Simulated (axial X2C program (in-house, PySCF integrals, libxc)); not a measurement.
# Linear SnNC⁺ at several levels

An exercise on one series of results from a longer session: the logs are not shown, and one member is left open.

Method: all-electron X2C, two-component (2c) or spin-free, Sn dyall-v3z, N dyall-av3z, C dyall-v3z; program: an in-house X2C program for linear molecules on PySCF integrals.

All values are calculated.

1 further run of the same task is left out (set aside as unsound or not needed).

The first run:

The input, task.json:

```json
{"zs": [50, 7, 6], "q": 1, "bas": ["dyall-v3z", "dyall-av3z", "dyall-v3z"], "r0": [2.06, 1.17], "symm": 0, "scan": ["PBE0", "HF", "BHandHLYP"], "levels": ["PBE0", "HF", "PBE"], "nst": 2}
```

Keys: zs atomic numbers; q charge; bas basis sets; r0 starting distance in Å; symm equal bonds; scan levels of the two-bond scan (MP2 follows by itself at each HF point); levels methods; nst determinants followed.

Run with:

```
> python solin.py task.json out
```

Masses Sn 119.902, N 14.003, C 12.000 u.

Among the steps run: Scan at PBE0, 2c; Scan at HF, 2c; Scan at BHandHLYP, 2c.

One of the session's tables, all rows but one given; the rest of the session is left out.

| level | r(Sn–N) (Å) | r(N–C) (Å) | lower stretch (cm⁻¹) | upper stretch (cm⁻¹) |
| --- | --- | --- | --- | --- |
| PBE0, 2c | 1.993 | 1.192 | 509.4 | 2038.0 |
| HF, 2c | 1.976 | 1.172 | 540.0 | 2171.7 |
| BHandHLYP, 2c | 1.984 | 1.179 | 524.3 | 2104.4 |
| MP2, 2c | 1.988 | 1.203 | 514.6 | 1981.6 |
| PBE0, spin-free | 1.993 | 1.192 | 509.9 | 2038.0 |
| HF, spin-free | 1.976 | 1.172 | 540.0 | 2171.5 |
| BHandHLYP, spin-free | ? | ? | ? | ? |
| MP2, spin-free | 1.988 | 1.203 | 514.7 | 1981.4 |

Q: Estimate the row for BHandHLYP, spin-free from the others.

The run gave: r(Sn–N) (Å): 1.984; r(N–C) (Å): 1.179; lower stretch (cm⁻¹): 524.5; upper stretch (cm⁻¹): 2104.2.

Scans not shown above were run alike.

In words: Over the levels the Sn–N bond spans 1.976 to 1.993 Å and the N–C bond 1.172 to 1.203 Å. At PBE0 spin–orbit coupling leaves both bonds unchanged to 0.001 Å. Each state is one determinant, the lowest of a limited PBE0 search; the stretches come from a fit to few points and are good to some per cent at best. MP2 freezes inner shells (threshold -2 hartree). The molecule was held linear; bending was not examined, so a bent shape may lie lower.
